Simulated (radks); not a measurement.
# The series with 15 electrons, P to Ga¹⁶⁺

What does a rising nuclear charge do to the levels of a fixed set of electrons? The series is run ion by ion, all in [Ne] 3s2 3p3.

Program: radks (a radial shooting solver on a logarithmic mesh, Libxc functionals) version 1. Level of theory: non-relativistic Kohn-Sham, PBE, spin-polarised, spherical densities, point nucleus; open shells are filled with parallel spins first. These are calculated values, not measurements, unless marked.

### 1 The system

- electrons: 15
- ions: P, Cl²⁺, K⁴⁺, Sc⁶⁺, V⁸⁺, Mn¹⁰⁺, Co¹²⁺, Cu¹⁴⁺, Ga¹⁶⁺
- configuration: [Ne] 3s2 3p3

The outer shells:

[Ne] 3s2 3p3
```
[Ne] core
3s [↑↓]
3p [↑ ][↑ ][↑ ]
```

In the logs a row gives level, spin channel, occupation and eigenvalue; Etot, Ekin, Encl (electron-nucleus), Eh (Hartree) and Exc are energies, all in hartree; err is the last residual, it the number of iterations.

### 2 P

The run's settings:

```text
Z 15
configuration [Ne] 3s2 3p3
relativity non-relativistic
functional pbe,pbe
spin polarised
nucleus point
```

Output:

```text
1s      1   1.0000         -76.34333887
2s      1   1.0000          -6.34691265
2p      1   3.0000          -4.56455854
3s      1   1.0000          -0.54128373
3p      1   3.0000          -0.23129440
1s      2   1.0000         -76.33246883
2s      2   1.0000          -6.33564652
2p      2   3.0000          -4.54921251
3s      2   1.0000          -0.44122550
3p      2   0.0000          -0.13734597
Etot -341.11568168953823
Ekin 340.6539782547416
Encl -812.2109363232003
Eh 153.45282866233956
Exc -23.011552283419128
err 1.6720998858308908e-10
it 14
```

Highest occupied level: 3p up at -6.294 eV.

Sizes of the orbitals, from the radial functions (bohr):

```tsv
level	occupation	energy (eV)	<r>	outermost maximum (interpolated)	90 % within	nodes
2s up	1	-172.71	0.5218	0.420	0.820	1
2s down	1	-172.40	0.5217	0.421	0.819	1
2p up	3	-124.21	0.4860	0.355	0.813	0
2p down	3	-123.79	0.4859	0.355	0.812	0
3s up	1	-14.729	1.897	1.59	2.88	2
3s down	1	-12.006	1.910	1.57	2.93	2
3p up	3	-6.294	2.327	1.83	3.66	1
3p down	0	-3.737	2.469	1.84	3.99	1
```

The radial density on a logarithmic grid:

```tsv
r (bohr)	4πr²ρ (e/bohr)
0.00381	0.3565
0.00551	0.7072
0.00802	1.391
0.0117	2.644
0.0170	4.781
0.0248	8.041
0.0361	12.19
0.0525	15.92
0.0759	16.98
0.111	14.32
0.161	11.07
0.235	12.30
0.342	15.81
0.498	13.45
0.725	6.117
1.05	2.421
1.52	2.634
2.22	2.111
3.23	0.7593
4.71	0.1195
6.86	0.007205
```

### 3 Cl²⁺

The run's settings:

```text
Z 17
configuration [Ne] 3s2 3p3 4s0 3d0 4p0
relativity non-relativistic
functional pbe,pbe
spin polarised
nucleus point
```

Output:

```text
1s      1   1.0000        -101.75914343
2s      1   1.0000         -10.24334219
2p      1   3.0000          -8.06757323
3s      1   1.0000          -1.69807016
3p      1   3.0000          -1.21622919
4s      1   0.0000          -0.47276730
3d      1   0.0000          -0.55392015
4p      1   0.0000          -0.35882586
1s      2   1.0000        -101.73731235
2s      2   1.0000         -10.22260151
2p      2   3.0000          -8.03841035
3s      2   1.0000          -1.54750035
3p      2   0.0000          -1.07247545
4s      2   0.0000          -0.42334239
3d      2   0.0000          -0.44329315
4p      2   0.0000          -0.31743599
Etot -458.6217263089841
Ekin 458.12642954915964
Encl -1076.8862905732894
Eh 187.4362341747384
Exc -27.298099459592663
err 1.3972362953646038e-09
it 13
```

Highest occupied level: 3p up at -33.095 eV.

### 4 K⁴⁺

Settings, as their differences from step 3:

```diff
@@ -1,2 +1,2 @@
-Z 17
+Z 19
 configuration [Ne] 3s2 3p3 4s0 3d0 4p0
```

Output:

```text
1s      1   1.0000        -131.23527514
2s      1   1.0000         -15.21133057
2p      1   3.0000         -12.63679737
3s      1   1.0000          -3.34830624
3p      1   3.0000          -2.69556559
4s      1   0.0000          -1.22172547
3d      1   0.0000          -1.72137685
4p      1   0.0000          -1.02928462
1s      2   1.0000        -131.20181026
2s      2   1.0000         -15.18115002
2p      2   3.0000         -12.59376814
3s      2   1.0000          -3.15242932
3p      2   0.0000          -2.50699485
4s      2   0.0000          -1.15598776
3d      2   0.0000          -1.55873770
4p      2   0.0000          -0.96981001
Etot -594.4723277493773
Ekin 593.9529282820918
Encl -1377.502280968146
Eh 220.61487349654357
Exc -31.53784855986679
err 2.493786505292341e-10
it 14
```

The top filled level is 3p up, -73.350 eV.

### 5 Sc⁶⁺

Settings, as their differences from step 4:

```diff
@@ -1,2 +1,2 @@
-Z 19
+Z 21
 configuration [Ne] 3s2 3p3 4s0 3d0 4p0
```

Output:

```text
1s      1   1.0000        -164.73952176
2s      1   1.0000         -21.21281725
2p      1   3.0000         -18.23614066
3s      1   1.0000          -5.46470418
3p      1   3.0000          -4.64206158
4s      1   0.0000          -2.23932076
3d      1   0.0000          -3.37699473
4p      1   0.0000          -1.96939971
1s      2   1.0000        -164.69404919
2s      2   1.0000         -21.17320284
2p      2   3.0000         -18.17931541
3s      2   1.0000          -5.22585012
3p      2   0.0000          -4.41060044
4s      2   0.0000          -2.15833895
3d      2   0.0000          -3.17355917
4p      2   0.0000          -1.89414190
Etot -748.6106945556456
Ekin 748.072775813403
Encl -1714.3616404573577
Eh 253.43518925037733
Exc -35.757019162068374
err 3.7166908789682416e-09
it 14
```

The top filled level is 3p up, -126.32 eV.

### 6 V⁸⁺

Settings, as their differences from step 5:

```diff
@@ -1,2 +1,2 @@
-Z 21
+Z 23
 configuration [Ne] 3s2 3p3 4s0 3d0 4p0
```

Output:

```text
1s      1   1.0000        -202.26013543
2s      1   1.0000         -28.23348813
2p      1   3.0000         -24.85243644
3s      1   1.0000          -8.03761528
3p      1   3.0000          -7.04578376
4s      1   0.0000          -3.51723390
3d      1   0.0000          -5.50071049
4p      1   0.0000          -3.17008659
1s      2   1.0000        -202.20242287
2s      2   1.0000         -28.18443237
2p      2   3.0000         -24.78189881
3s      2   1.0000          -7.75709590
3p      2   0.0000          -6.77241716
4s      2   0.0000          -3.42145707
3d      2   0.0000          -5.26068622
4p      2   0.0000          -3.07979258
Etot -921.0115803785068
Ekin 920.4588911303435
Encl -2087.561461245914
Eh 286.0556264832029
Exc -39.96463674613929
err 3.944312922942249e-09
it 13
```

Highest occupied level: 3p up at -191.73 eV.

### 7 Mn¹⁰⁺

Settings, as their differences from step 6:

```diff
@@ -1,2 +1,2 @@
-Z 23
+Z 25
 configuration [Ne] 3s2 3p3 4s0 3d0 4p0
```

Output:

```text
1s      1   1.0000        -243.79138752
2s      1   1.0000         -36.26635535
2p      1   3.0000         -32.47939061
3s      1   1.0000         -11.06248163
3p      1   3.0000          -9.90197232
4s      1   0.0000          -5.05159238
3d      1   0.0000          -8.08358876
4p      1   0.0000          -4.62729419
1s      2   1.0000        -243.72127926
2s      2   1.0000         -36.20784416
2p      2   3.0000         -32.39521364
3s      2   1.0000         -10.74112366
3p      2   0.0000          -9.58727604
4s      2   0.0000          -4.94127105
3d      2   0.0000          -7.80903091
4p      2   0.0000          -4.52231552
Etot -1111.6615398017027
Ekin 1111.0967626015727
Encl -2497.1443712001815
Eh 318.5510341788497
Exc -44.164965381943574
err 2.094904156668953e-09
it 13
```

3p up is the highest filled level (-269.45 eV).

### 8 Co¹²⁺

Settings, as their differences from step 7:

```diff
@@ -1,2 +1,2 @@
-Z 25
+Z 27
 configuration [Ne] 3s2 3p3 4s0 3d0 4p0
```

Output:

```text
1s      1   1.0000        -289.33004523
2s      1   1.0000         -45.30752012
2p      1   3.0000         -41.11354304
3s      1   1.0000         -14.53681889
3p      1   3.0000         -13.20800909
4s      1   0.0000          -6.84028619
3d      1   0.0000         -11.12079536
4p      1   0.0000          -6.33885944
1s      2   1.0000        -289.24743136
2s      2   1.0000         -45.23953697
2p      2   3.0000         -41.01578628
3s      2   1.0000         -14.17518182
3p      2   0.0000         -12.85234966
4s      2   0.0000          -6.71557847
3d      2   0.0000         -10.81285490
4p      2   0.0000          -6.21939365
Etot -1320.5526259750468
Ekin 1319.977761427486
Encl -2943.132317074752
Eh 350.9622785824599
Exc -48.36034891024081
err 1.2297410277795414e-09
it 13
```

The top filled level is 3p up, -359.41 eV.

### 9 Cu¹⁴⁺

Settings, as their differences from step 8:

```diff
@@ -1,2 +1,2 @@
-Z 27
+Z 29
 configuration [Ne] 3s2 3p3 4s0 3d0 4p0
```

Output:

```text
1s      1   1.0000        -338.87410858
2s      1   1.0000         -55.35461048
2p      1   3.0000         -50.75281078
3s      1   1.0000         -18.45914283
3p      1   3.0000         -16.96231930
4s      1   0.0000          -8.88205061
3d      1   0.0000         -14.60943715
4p      1   0.0000          -8.30350046
1s      2   1.0000        -338.77890857
2s      2   1.0000         -55.27713864
2p      2   3.0000         -50.64152203
3s      2   1.0000         -18.05762490
3p      2   0.0000         -16.56594466
4s      2   0.0000          -8.74306386
3d      2   0.0000         -14.26881896
4p      2   0.0000          -8.16967084
Etot -1547.679796498078
Ekin 1547.0963823704728
Encl -3425.537826294796
Eh 383.3138504632942
Exc -52.55220303704915
err 9.715144179022976e-10
it 13
```

Highest occupied level: 3p up at -461.57 eV.

### 10 Ga¹⁶⁺

Settings, as their differences from step 9:

```diff
@@ -1,2 +1,2 @@
-Z 29
+Z 31
 configuration [Ne] 3s2 3p3 4s0 3d0 4p0
```

Output:

```text
1s      1   1.0000        -392.42225878
2s      1   1.0000         -66.40609120
2p      1   3.0000         -61.39585582
3s      1   1.0000         -22.82850688
3p      1   3.0000         -21.16389315
4s      1   0.0000         -11.17607564
3d      1   0.0000         -18.54766281
4p      1   0.0000         -10.52040192
1s      2   1.0000        -392.31441182
2s      2   1.0000         -66.31911478
2p      2   3.0000         -61.27107357
3s      2   1.0000         -22.38740256
3p      2   0.0000         -20.72697890
4s      2   0.0000         -11.02288656
3d      2   0.0000         -18.17482742
4p      2   0.0000         -10.37229106
Etot -1793.0396799190526
Ekin 1792.4489263384862
Encl -3944.368596821525
Eh 415.6214315885735
Exc -56.74144102458749
err 8.249161341516102e-10
it 13
```

Highest occupied level: 3p up at -575.90 eV.

### 11 Results

```tsv
ion	E (hartree)	ε(2p down) (eV)	ε(3s up) (eV)	ε(3s down) (eV)	ε(3p up) (eV)	ε(3p down, empty) (eV)	<r>(3p up) (bohr)
P	-341.11568	-123.79	-14.729	-12.006	-6.294	-3.737	2.327
Cl²⁺	-458.62173	-218.74	-46.207	-42.110	-33.095	-29.184	1.589
K⁴⁺	-594.47233	-342.69	-91.112	-85.782	-73.350	-68.219	1.236
Sc⁶⁺	-748.61069	-494.68	-148.70	-142.20	-126.32	-120.02	1.019
V⁸⁺	-921.01158	-674.35	-218.71	-211.08	-191.73	-184.29	0.8692
Mn¹⁰⁺	-1111.66154	-881.52	-301.03	-292.28	-269.45	-260.88	0.7593
Co¹²⁺	-1320.55263	-1116.1	-395.57	-385.73	-359.41	-349.73	0.6747
Cu¹⁴⁺	-1547.67980	-1378.0	-502.30	-491.37	-461.57	-450.78	0.6075
Ga¹⁶⁺	-1793.03968	-1667.3	-621.20	-609.19	-575.90	-564.01	0.5527
```

From P to Ga¹⁶⁺ the 3p up level deepens by a factor 91.5 and shrinks by a factor 4.21. The order of these tabulated levels, which need not hold every outer shell, does not change along the series. The configuration is held, so it need not be the ground state of every ion.
